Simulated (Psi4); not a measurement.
# BH2SO2 (SMILES OB(O)[S]) at UHF/3-21G

What is the vertical ionisation energy of BH2SO2 at UHF/3-21G? 

The calculation is run with Psi4 1.11.

### 1 Starting point

BH2SO2: 6 atoms, total charge 0, spin state doublet. As SMILES, `OB(O)[S]`. The shape is that of a PBE0-D4/def2-TZVP optimisation. This is one conformer, not always the lowest.

Bond lengths: O1–B2 1.365 Å, B2–O3 1.355 Å, B2–S4 1.820 Å, O1–H5 0.959 Å, O3–H6 0.962 Å. Angles: O1–B2–O3 119.9°, O1–B2–S4 121.8°, O3–B2–S4 118.3°, B2–O1–H5 115.3°, B2–O3–H6 112.1°.

### 2 The energy at UHF/3-21G

input.in

```
memory 1.6 GB

molecule geom {
  0 2
  O
  B 1 R2
  O 2 R3 1 A3
  S 2 R4 3 A4 1 D4
  H 1 R5 2 A5 3 D5
  H 3 R6 2 A6 1 D6

  R2 = 1.365325
  R3 = 1.355143
  A3 = 119.93493
  R4 = 1.820361
  A4 = 118.26205
  D4 = -179.99476
  R5 = 0.958904
  A5 = 115.34007
  D5 = -179.98907
  R6 = 0.962129
  A6 = 112.09256
  D6 = 0.00085
  symmetry c1
}

set {
  basis         3-21G
  reference     uhf
  puream        true
  e_convergence 1e-09
  d_convergence 1e-08
  scf_type      pk
  maxiter       200
}

energy("scf")
```

Run with:

```bash
$ psi4 -i input.in -o input.out -n 1
```

input.out, cut to the lines that bear on the results:

```text
[...]
  Running in c1 symmetry.
[...]
  Nuclear repulsion =  137.893537301991046
[...]
  Multiplicity = 2
[...]
  Nalpha       = 20
  Nbeta        = 19
[...]
    Number of basis functions: 44
[...]
   @UHF iter   1:  -570.19087531550338   -8.80890e-01   1.06026e-02 ADIIS/DIIS
[...]
   @UHF iter  15:  -570.28858850069537   -1.25056e-12   9.73763e-09 DIIS
[...]
   @S^2 Observed:                7.527415247E-01
[...]
    Orbital Energies [Eh]
    ---------------------
    Alpha Occupied:
       1A    -91.321531     2A    -20.498212     3A    -20.484923
       4A     -8.923057     5A     -7.666698     6A     -6.611198
       7A     -6.594327     8A     -6.590906     9A     -1.412501
      10A     -1.369638    11A     -0.998458    12A     -0.782624
      13A     -0.743601    14A     -0.626780    15A     -0.598294
      16A     -0.564908    17A     -0.512096    18A     -0.479063
      19A     -0.452490    20A     -0.405950
    Alpha Virtual:
      21A      0.209015    22A      0.239712    23A      0.262229
      24A      0.309823    25A      0.443403    26A      0.454540
[...]
  @UHF Final Energy:  -570.28858850069537
   => Energetics <=
    Nuclear Repulsion Energy =            137.8935373019910458
    One-Electron Energy =               -1061.7876469897646530
    Two-Electron Energy =                 353.6055211870781818
    Total Energy =                       -570.2885885006953686
  UHF NO Occupations:
  HONO-2 :   18  A 1.9996370
  HONO-1 :   19  A 1.9991594
[...]
 Multipole Moments:
 ------------------------------------------------------------------------------------
     Multipole            Electronic (a.u.)      Nuclear  (a.u.)        Total (a.u.)
 ------------------------------------------------------------------------------------
 L = 1.  Multiply by 2.5417464519 to convert [e a0] to [Debye]
 Dipole X            :         -0.0000401            0.0001107            0.0000706
 Dipole Y            :          1.1238771           -1.3324301           -0.2085529
 Dipole Z            :          0.7755951           -1.7868343           -1.0112392
 Magnitude           :                                                    1.0325207
[...]
```

Run time: 1.4 s. Hardware: 1 thread of INTEL XEON PLATINUM 8581C at 2.10GHz (Emerald Rapids), shared host; peak memory 0.19 GiB.

### 3 The singlet cation: energy and gradient at HF/3-21G

calc.in

```
memory 1.6 GB

molecule {
  1 1
  O      0.166800     1.048300    -0.381600
  B     -0.131800    -0.234300    -0.021200
  O      0.605100    -0.858600     0.929400
  S     -1.507300    -1.149900    -0.785000
  H     -0.396500     1.425800    -1.059600
  H      1.306000    -0.295400     1.271800
  units angstrom
  symmetry c1
}

set globals {
  basis 3-21G
  puream true
  e_convergence 1e-09
  d_convergence 1e-08
  scf_type pk
}

energy_value, wavefunction = gradient("scf", return_wfn=True)
oeprop(wavefunction, "WIBERG_LOWDIN_INDICES", "MULLIKEN_CHARGES", "MAYER_INDICES")
print_variables()
```

Run with:

```bash
$ psi4 -n 1 calc.in calc.out
```

calc.out, cut to the lines that bear on the results:

```text
[...]
  Running in c1 symmetry.
[...]
  Nuclear repulsion =  137.893531582563611
[...]
  Multiplicity = 1
[...]
  Nalpha       = 19
  Nbeta        = 19
[...]
    Number of basis functions: 44
[...]
   @RHF iter   1:  -569.75590274779188   -4.45918e-01   1.11996e-02 DIIS/ADIIS
[...]
   @RHF iter  14:  -569.87621427825570   -1.47793e-12   9.98887e-09 DIIS
[...]
  @RHF Final Energy:  -569.87621427825570
   => Energetics <=
    Nuclear Repulsion Energy =            137.8935315825636110
    One-Electron Energy =               -1050.7241138500417037
    Two-Electron Energy =                 342.9543679892224191
    Total Energy =                       -569.8762142782557021
[...]
 Multipole Moments:
 ------------------------------------------------------------------------------------
     Multipole            Electronic (a.u.)      Nuclear  (a.u.)        Total (a.u.)
 ------------------------------------------------------------------------------------
 L = 1.  Multiply by 2.5417464519 to convert [e a0] to [Debye]
 Dipole X            :         -2.2955733            1.3946084           -0.9009650
 Dipole Y            :         -1.5492500            1.6910489            0.1417989
 Dipole Z            :         -1.2646583            0.4044368           -0.8602215
 Magnitude           :                                                    1.2537248
[...]
  -Total Gradient:
     Atom            X                  Y                   Z
    ------   -----------------  -----------------  -----------------
       1        0.025705377833     0.025311978356     0.010295062097
       2       -0.063600457229    -0.026741355650    -0.042899674215
       3        0.030364237490     0.002442438653     0.025495791817
       4        0.026697475375     0.026616078294     0.010533349503
       5       -0.005433233250    -0.028408730328     0.009019781297
       6       -0.013733400216     0.000779590677    -0.012444310499
[...]
  Mulliken Charges: (a.u.)
   Center  Symbol    Alpha    Beta     Spin     Total
       1     O     4.31913  4.31913  0.00000 -0.63826
       2     B     2.13235  2.13235  0.00000  0.73529
       3     O     4.33989  4.33989  0.00000 -0.67979
       4     S     7.67283  7.67283  0.00000  0.65435
       5     H     0.27748  0.27748  0.00000  0.44505
       6     H     0.25832  0.25832  0.00000  0.48336
   Total alpha = 19.00000, Total beta = 19.00000, Total charge =  1.00000
  Mayer Bond Indices:
[...]
```

Wall time 1.6 s (1 thread of INTEL XEON PLATINUM 8581C at 2.10GHz (Emerald Rapids), shared host); peak memory 0.19 GiB.

### 4 Outcome

Level: UHF/3-21G.

```
                                          quantity          value
                      doublet BH2SO2: total energy  -570.28859 Eh
                     doublet BH2SO2: dipole moment         2.62 D
doublet BH2SO2: HOMO energy (highest over α and β)      -10.20 eV
 doublet BH2SO2: LUMO energy (lowest over α and β)        0.02 eV
                              doublet BH2SO2: ⟨S²⟩          0.753
                      singlet cation: total energy  -569.87621 Eh
                       singlet cation: HOMO energy      -19.32 eV
                       singlet cation: LUMO energy      -10.16 eV
                     singlet cation: HOMO–LUMO gap        9.17 eV
          singlet cation: largest force on an atom     4.178 eV/Å
vertical ionisation energy (to the singlet cation)      11.221 eV
```

In words: The vertical ionisation energy comes to 11.22 eV (259 kcal/mol). Only the singlet of the ionised species was computed; a triplet could lie lower. Mulliken charges (singlet cation) run from -0.68 on O3 to +0.74 on B2.
